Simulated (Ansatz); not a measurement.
## CH4ClOSi, SMILES CO[SiH]Cl: an atomisation energy, step by step

Computed with Ansatz 0.2.0, Python API.

Input file `ch4closi.xyz`:
```text
8

C    -0.51170    0.23810    0.87800
O    -0.89480   -0.32030   -0.37740
Si    0.23490   -0.37930   -1.58320
Cl    1.65470   -1.83650   -1.00190
H    -1.44670    0.24490    1.48710
H     0.23840   -0.25060    1.37530
H    -0.24850    1.33570    0.74170
H     1.06580    0.91090   -1.57530
```

The cells in order, each with its output:

**Cell 1**
```python
from collections import Counter

import ansatz
```

**Cell 2**
```python
def single_point(molecule, charge=0, unpaired=0):
    calc = (
        molecule.calculation()
        .basis(gaussian="def2-TZVPP")
        .functional("r2SCAN")
    )
    if charge:
        calc = calc.charge(charge)
    if unpaired:
        calc = calc.spin("collinear", total=unpaired)
    report = calc.run().report
    if report["published_state_doubts"]:
        print("  doubts:", report["published_state_doubts"])
    return report["free_energy_ev"]

geometry = ansatz.Crystal.molecule_from_extxyz("ch4closi.xyz")
```

**Cell 3**
```python
# unpaired electrons of the ground-state atoms
unpaired = {"C": 2, "O": 2, "Si": 2, "Cl": 1, "H": 1}
counts = Counter(site.symbol for site in geometry.cartesian_sites)
atom_energy = {s: single_point(ansatz.Crystal.molecule().atom(s, (0, 0, 0)), 0, unpaired[s]) for s in counts}
whole = single_point(geometry, 0, 1)
for s, e in atom_energy.items():
    print(f"{s:2s} x{counts[s]}  {e:14.5f} eV")
print(f"CH4ClOSi: {whole:.5f} eV")
split = sum(counts[s] * e for s, e in atom_energy.items()) - whole
print(f"atomisation energy (no zero-point term): {split:.3f} eV, {split / sum(counts.values()):.3f} eV an atom")
```
Output:
```text
C  x1     -1029.48623 eV
O  x1     -2042.44896 eV
Si x1     -7873.37701 eV
Cl x1    -12520.41953 eV
H  x4       -13.60370 eV
CH4ClOSi: -23548.92664 eV
atomisation energy (no zero-point term): 28.780 eV, 3.598 eV an atom
```

28.780 eV from the electronic energies, without the zero-point term.

Caveats:
- The settings weren't tested for convergence.
- The geometry is a force-field or estimated start, not a minimum of this method, and the basis set is short of its limit. All parts are taken at fixed geometry, without zero-point energy.
- The species is open-shell (spin multiplicity 2).
- Hardware and time: 19 s on 1 thread of Arm Neoverse V2, with other jobs on the host, peak memory 0.39 GiB.
